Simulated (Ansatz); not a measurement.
# Cl: the cost of one run

Program: Ansatz 0.2.0. Level of theory: DFT PBEsol, scalar-relativistic, plane waves, PAW. These are calculated values, not measurements.

## 1. The structure to begin with

It takes space group Cmce (No. 64, orthorhombic). The conventional cell has a = 6.240 Å, b = 4.480 Å, c = 8.260 Å, α = 90.00°, β = 90.00°, γ = 90.00°. Around Cl (site symmetry m) lie 1 Cl at 2.02 Å.

Coordinates:

```
Cl
1.0
    -6.24000   -4.48000    0.00000
     6.24000   -4.48000    0.00000
     0.00000    0.00000    8.26000
Cl
16
Direct
  0.06500 0.06500 0.10000
  0.56500 0.06500 0.10000
  0.06500 0.56500 0.10000
  0.56500 0.56500 0.10000
  0.31500 0.31500 0.40000
  0.81500 0.31500 0.40000
  0.31500 0.81500 0.40000
  0.81500 0.81500 0.40000
  0.43500 0.43500 0.90000
  0.93500 0.43500 0.90000
  0.43500 0.93500 0.90000
  0.93500 0.93500 0.90000
  0.18500 0.18500 0.60000
  0.68500 0.18500 0.60000
  0.18500 0.68500 0.60000
  0.68500 0.68500 0.60000
```

No relaxation comes first: the listed cell is the starting point.

## 2. The perfect supercell on the trajectory's mesh

input.yaml reads:

```yaml
crystal:
  lattice:
    - [-6.24, -4.48, 0.0]
    - [6.24, -4.48, 0.0]
    - [0.0, 0.0, 8.26]
  atoms:
    - { symbol: Cl, position: [0.065, 0.065, 0.1] }
    - { symbol: Cl, position: [0.565, 0.065, 0.1] }
    - { symbol: Cl, position: [0.065, 0.565, 0.1] }
    - { symbol: Cl, position: [0.565, 0.565, 0.1] }
    - { symbol: Cl, position: [0.315, 0.315, 0.4] }
    - { symbol: Cl, position: [0.815, 0.315, 0.4] }
    - { symbol: Cl, position: [0.315, 0.815, 0.4] }
    - { symbol: Cl, position: [0.815, 0.815, 0.4] }
    - { symbol: Cl, position: [0.435, 0.435, 0.9] }
    - { symbol: Cl, position: [0.935, 0.435, 0.9] }
    - { symbol: Cl, position: [0.435, 0.935, 0.9] }
    - { symbol: Cl, position: [0.935, 0.935, 0.9] }
    - { symbol: Cl, position: [0.185, 0.185, 0.6] }
    - { symbol: Cl, position: [0.685, 0.185, 0.6] }
    - { symbol: Cl, position: [0.185, 0.685, 0.6] }
    - { symbol: Cl, position: [0.685, 0.685, 0.6] }
  symmetry: { detect: false }
basis:
  ecutwfc: 420
kpoints:
  mp_grid: { grid: [2, 2, 1], shift: [0.5, 0.5, 0.0] }
hamiltonian:
  xc: pbesol
scf:
  occupations: { method: gaussian, width: 0.1 }
output:
  forces: true
  stress: true
  eigenvalues: true
```

On the command line:

```console
$ ansatz run input.yaml --threads 4 --pin off --max-ram 5120MiB --backend cpu --events-out ev --progress --plain --runs-dir out
```

Q: Estimate wall time and peak memory on 4 threads of an Arm CPU, shared host.

About 3.3 s, with a peak of 0.62 GiB.
